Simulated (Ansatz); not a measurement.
The system is HPbNO4.

```
CELL_PARAMETERS angstrom
6.85877 0.00000 0.00000
0.00000 4.22865 0.00000
-3.39101 0.00000 7.27459
ATOMIC_POSITIONS crystal
H 0.22549 0.75000 0.50730
H 0.77451 0.25000 0.49270
Pb 0.30229 0.25000 0.28494
Pb 0.69771 0.75000 0.71506
N 0.21484 0.75000 0.83567
N 0.78516 0.25000 0.16433
O 0.33078 0.75000 0.45338
O 0.40909 0.75000 0.86901
O 0.15508 0.75000 0.96537
O 0.07083 0.75000 0.66955
O 0.66922 0.25000 0.54661
O 0.59091 0.25000 0.13099
O 0.84492 0.25000 0.03463
O 0.92917 0.25000 0.33045
```

The cell was built by a generator and needn't be a form met in nature.

```yaml
Program: Ansatz 0.2.0
Task: relaxation of cell and atoms
Functional: LDA
Potentials_or_basis: Ansatz PAW
Cutoff: "420 eV (not typed: the program's choice for these potentials)"
k_mesh: 3 × 5 × 3
Occupations: fermi-dirac, width 0.05 eV
Spin: no spin polarisation
```

At the start: volume 15.07 Å³/atom.

Problem. Where does the relaxation end?

Solution. It ends after 18 steps and the volume is 13.09 Å³/atom (-13.2 %); space group P2_1/m (No. 11, to 0.05 Å).

Step by step:
```tsv
step	energy change (eV)	largest force (eV/Å)	volume (Å³)
1	0.0000	0.9519	210.99
2	-0.4120	0.4993	184.27
3	-0.4862	0.1789	188.88
4	-0.5108	0.0991	187.31
5	-0.5269	0.2020	185.35
6	-0.5246	0.1901	186.25
7	-0.5254	0.0432	186.32
8	-0.5255	0.0342	186.35
9	-0.5255	0.0263	186.40
10	-0.5252	0.0079	186.47
11	-0.4512	0.0096	186.47
12	-0.4760	0.1044	182.55
13	-0.4727	0.0524	183.71
14	-0.4725	0.0171	183.75
15	-0.4727	0.0065	183.71
16	-0.4597	0.0068	183.71
17	-0.4628	0.0116	183.23
18	-0.4597	0.0115	183.23
```

Final structure:
```
CELL_PARAMETERS angstrom
6.64071 0.00000 -0.14634
0.00000 4.04625 0.00000
-3.43841 0.00000 6.89487
ATOMIC_POSITIONS crystal
H 0.22154 0.75000 0.52254
H 0.77846 0.25000 0.47746
Pb 0.28748 0.25000 0.28034
Pb 0.71252 0.75000 0.71966
N 0.24551 0.75000 0.84721
N 0.75449 0.25000 0.15279
O 0.32534 0.75000 0.46110
O 0.44554 0.75000 0.88290
O 0.19166 0.75000 0.98278
O 0.08860 0.75000 0.67167
O 0.67466 0.25000 0.53890
O 0.55446 0.25000 0.11710
O 0.80834 0.25000 0.01722
O 0.91140 0.25000 0.32833
```

Caveat: the plane-wave basis is chosen anew once the cell has moved, so the energies of steps on either side of that aren't comparable; the pressure holds a Pulay correction of +0.9 GPa for the finite cutoff; the PAW data sets come from PBE, with cores solved anew for the run's functional, which leaves a small shift of forces and pressure.
